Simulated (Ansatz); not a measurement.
# C₂H₁₀AlNSi: small, medium and large basis sets

An exercise on one series of results from a longer session: the logs are not shown, and one member is left open.

Computed with Ansatz 0.2.0, Gaussian basis. Level: one geometry, several basis sets.

Plan: PBE0-D4/def2-SVP; ωB97M-V/def2-SVP; PBE0-D4/def2-QZVPP; ωB97M-V/def2-QZVPP; the functionals' def2-TZVPP values are taken from earlier runs.

## Structure used throughout

The geometry comes from an earlier relaxation with PBE0-D4 in a triple-zeta def2 set; it is a stationary point, not always the lowest conformer.

SMILES `[CH3][AlH][NH]C[SiH3]`, 15 atoms, charge 0, spin multiplicity 1.

Atoms are counted from 1 here; the program's logs count them from 0.

Bond lengths: C1–Al2 1.949 Å, C1–H6 1.093 Å, C1–H7 1.095 Å, C1–H8 1.095 Å, Al2–N3 1.776 Å, Al2–H9 1.588 Å, N3–C4 1.455 Å, N3–H10 1.010 Å, C4–Si5 1.887 Å, C4–H11 1.099 Å, C4–H12 1.095 Å, Si5–H13 1.490 Å, Si5–H14 1.491 Å, Si5–H15 1.488 Å. Angles: Al2–C1–H6 112.6°, Al2–C1–H7 111.1°, Al2–C1–H8 111.0°, H6–C1–H7 107.7°, H6–C1–H8 107.6°, H7–C1–H8 106.5°, C1–Al2–N3 119.6°, C1–Al2–H9 125.0°, N3–Al2–H9 115.4°, Al2–N3–C4 128.2°, Al2–N3–H10 120.0°, C4–N3–H10 111.7°, N3–C4–Si5 111.2°, N3–C4–H11 112.1°, N3–C4–H12 109.2°, Si5–C4–H11 110.2°, Si5–C4–H12 108.3°, H11–C4–H12 105.6° and more.

Geometry (Å):

```xyz
15
C2H10AlNSi
C    -2.2388    1.2773    1.7131
Al   -1.5479    0.2613    0.2005
N     0.0669   -0.4707    0.2996
C     0.7798   -1.2205   -0.7234
Si    2.3384   -0.3098   -1.2744
H    -1.5427    1.3019    2.5554
H    -3.1825    0.8558    2.0735
H    -2.4498    2.3128    1.4271
H    -2.3229    0.0209   -1.1641
H     0.6261   -0.3482    1.1320
H     1.0320   -2.2369   -0.3913
H     0.1291   -1.3477   -1.5955
H     3.1788   -0.0229   -0.0776
H     3.1463   -1.1084   -2.2397
H     1.9652    0.9845   -1.9058
```

The first run:

in.yaml

```yaml
crystal:
  periodic: [false, false, false]
  atoms:
    - {symbol: C, position_ang: [-2.238783, 1.277325, 1.713054]}
    - {symbol: Al, position_ang: [-1.547854, 0.261302, 0.200520]}
    - {symbol: N, position_ang: [0.066888, -0.470723, 0.299568]}
    - {symbol: C, position_ang: [0.779801, -1.220477, -0.723447]}
    - {symbol: Si, position_ang: [2.338440, -0.309829, -1.274381]}
    - {symbol: H, position_ang: [-1.542700, 1.301883, 2.555396]}
    - {symbol: H, position_ang: [-3.182517, 0.855831, 2.073473]}
    - {symbol: H, position_ang: [-2.449800, 2.312803, 1.427073]}
    - {symbol: H, position_ang: [-2.322873, 0.020850, -1.164060]}
    - {symbol: H, position_ang: [0.626137, -0.348249, 1.131955]}
    - {symbol: H, position_ang: [1.031969, -2.236945, -0.391263]}
    - {symbol: H, position_ang: [0.129111, -1.347688, -1.595474]}
    - {symbol: H, position_ang: [3.178804, -0.022875, -0.077632]}
    - {symbol: H, position_ang: [3.146273, -1.108415, -2.239704]}
    - {symbol: H, position_ang: [1.965204, 0.984506, -1.905779]}
basis:
  gaussian: {orbitals: def2-SVP}
hamiltonian: {xc: pbe0, dispersion: d4}
output: {orbitals: {seedname: orbitals}}
```

The run is started by

```bash
> ansatz run in.yaml --threads 4 --pin off --events-out ev --progress --plain --max-ram 10444MiB
```

Steps of the session up to this table: PBE0-D4 in def2-SVP; ωB97M-V in def2-SVP; PBE0-D4 in def2-QZVPP; ωB97M-V in def2-QZVPP.

One of the session's tables, all rows but one given; the rest of the session is left out.

It belongs to the step «Functionals by basis». 

| functional | basis | HOMO (eV) | LUMO (eV) |
| --- | --- | --- | --- |
| PBE0-D4 | def2-SVP | -6.52 | -0.18 |
| PBE0-D4 | def2-TZVPP | -6.58 | -0.34 |
| PBE0-D4 | def2-QZVPP | -6.60 | -0.44 |
| ωB97M-V | def2-SVP | ? | ? |
| ωB97M-V | def2-TZVPP | -8.85 | 1.22 |
| ωB97M-V | def2-QZVPP | -8.87 | 0.83 |

**Question.** Estimate the row for ωB97M-V, def2-SVP.

As computed: HOMO (eV): -8.76; LUMO (eV): 1.51. In the column «HOMO (eV)» it lies between ωB97M-V, def2-TZVPP (-8.85) and PBE0-D4, def2-QZVPP (-6.60).
